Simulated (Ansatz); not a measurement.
# SnO2: the cost of one run

Method: DFT LDA, scalar-relativistic, in Ansatz 0.2.0.

## Step 1: Starting point

The structure is tetragonal, space group P4_2/mnm (No. 136). Conventional cell: a = 4.737 Å, b = 4.737 Å, c = 3.186 Å, α = 90.00°, β = 90.00°, γ = 90.00°. Sn (site symmetry mmm) has 6 O at 2.05 to 2.06 Å as nearest neighbours. Around O (site symmetry m2m) lie 3 Sn at 2.05 to 2.06 Å.

As a file:

```cif
data_structure
_symmetry_space_group_name_H-M 'P4_2/mnm'
_symmetry_Int_Tables_number 136
_cell_length_a 4.7373
_cell_length_b 4.7373
_cell_length_c 3.1864
_cell_angle_alpha 90.000
_cell_angle_beta 90.000
_cell_angle_gamma 90.000
_cell_volume 71.51
loop_
_atom_site_label
_atom_site_type_symbol
_atom_site_symmetry_multiplicity
_atom_site_Wyckoff_symbol
_atom_site_fract_x
_atom_site_fract_y
_atom_site_fract_z
_atom_site_occupancy
Sn1 Sn 2 a 0.00000 0.00000 0.00000 1
O1 O 4 f 0.30562 0.30562 0.00000 1
```

The file gives the conventional cell by its symmetry; the runs use the cell typed in the input.

Atoms are numbered in the order of the input: Sn1, Sn2, O3, O4, O5, O6.

## Step 2: Volume × 0.96, LAPW

input.yaml reads:

```yaml
crystal:
  lattice:
    - [4.6733239081, 0.0, 0.0]
    - [0.0, 4.6733239081, 0.0]
    - [0.0, 0.0, 3.1433352615]
  atoms:
    - { symbol: Sn, position: [0.0, 0.0, 0.0] }
    - { symbol: Sn, position: [0.5, 0.5, 0.5] }
    - { symbol: O, position: [0.30562, 0.30562, 0.0] }
    - { symbol: O, position: [0.19438, 0.80562, 0.5] }
    - { symbol: O, position: [0.69438, 0.69438, 0.0] }
    - { symbol: O, position: [0.80562, 0.19438, 0.5] }
kpoints:
  mp_grid: { grid: [4, 4, 6] }
  band_path:
    path:
      - [0.0, 0.0, 0.0]
      - [0.0, 0.5, 0.0]
      - [0.5, 0.5, 0.0]
      - [0.0, 0.0, 0.0]
      - [0.0, 0.0, 0.5]
      - [0.0, 0.5, 0.5]
      - [0.5, 0.5, 0.5]
      - [0.0, 0.0, 0.5]
      - [0.0, 0.5, 0.0]
    npoints: 5
scf:
  occupations: { method: fermi_dirac, width: 0.03 }
hamiltonian:
  xc: lda
  pseudopotentials: { kind: all_electron, lapw: { basis_error: 0.001 } }
output:
  forces: true
  stress: true
  eigenvalues: true
```

Run with:

```sh
ansatz run input.yaml --threads 2 --pin off --max-ram 8192MiB --backend cpu --events-out ev --progress --plain --runs-dir out
```

Q: Estimate wall time and peak memory on 2 threads of Intel Xeon 6975P-C (Granite Rapids), shared host.

About 17 s, with a peak of 0.61 GiB.
